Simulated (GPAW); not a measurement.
The system is SnTe3.

```
CELL_PARAMETERS angstrom
0.00000 3.86122 3.86122
3.86122 0.00000 3.86122
3.86122 3.86122 0.00000
ATOMIC_POSITIONS crystal
Te 0.50000 0.50000 0.50000
Te 0.75000 0.75000 0.75000
Te 0.25000 0.25000 0.25000
Sn 0.00000 0.00000 0.00000
```

The cell comes from a database or a generator and needn't be the stable form of this composition.

```yaml
Program: GPAW 26.7.0
Task: relaxation of cell and atoms
Functional: PBEsol
Potentials_or_basis: PAW data sets generated in the run's folder for this functional
Cutoff: 600 eV
Basis: pw
k_mesh: 6 × 6 × 6
Occupations: fermi-dirac, width 0.05 eV
Spin: no spin polarisation
```

At the start: pressure -3.2 GPa; volume 28.78 Å³/atom.

Question: Where does the relaxation end?

Answer: Over 4 steps the energy falls by 18.3 meV/atom and the volume is 26.96 Å³/atom (-6.3 %); space group Fm-3m (No. 225, to 0.05 Å).

The path:
```
step  energy change (eV)  largest force (eV/Å)  pressure (GPa)  volume (Å³)
   1              0.0000                0.0000           -3.21       115.13
   2             -0.0132                0.0000           -2.94       114.43
   3             -0.0730                0.0000            0.21       107.42
   4             -0.0734                0.0000           -0.01       107.85
```

Final structure:
```
CELL_PARAMETERS angstrom
0.00000 3.77804 3.77804
3.77804 0.00000 3.77804
3.77804 3.77804 0.00000
ATOMIC_POSITIONS crystal
Te 0.50000 0.50000 0.50000
Te 0.75000 0.75000 0.75000
Te 0.25000 0.25000 0.25000
Sn 0.00000 0.00000 0.00000
```

Caveat: later steps reuse the first step's grids.
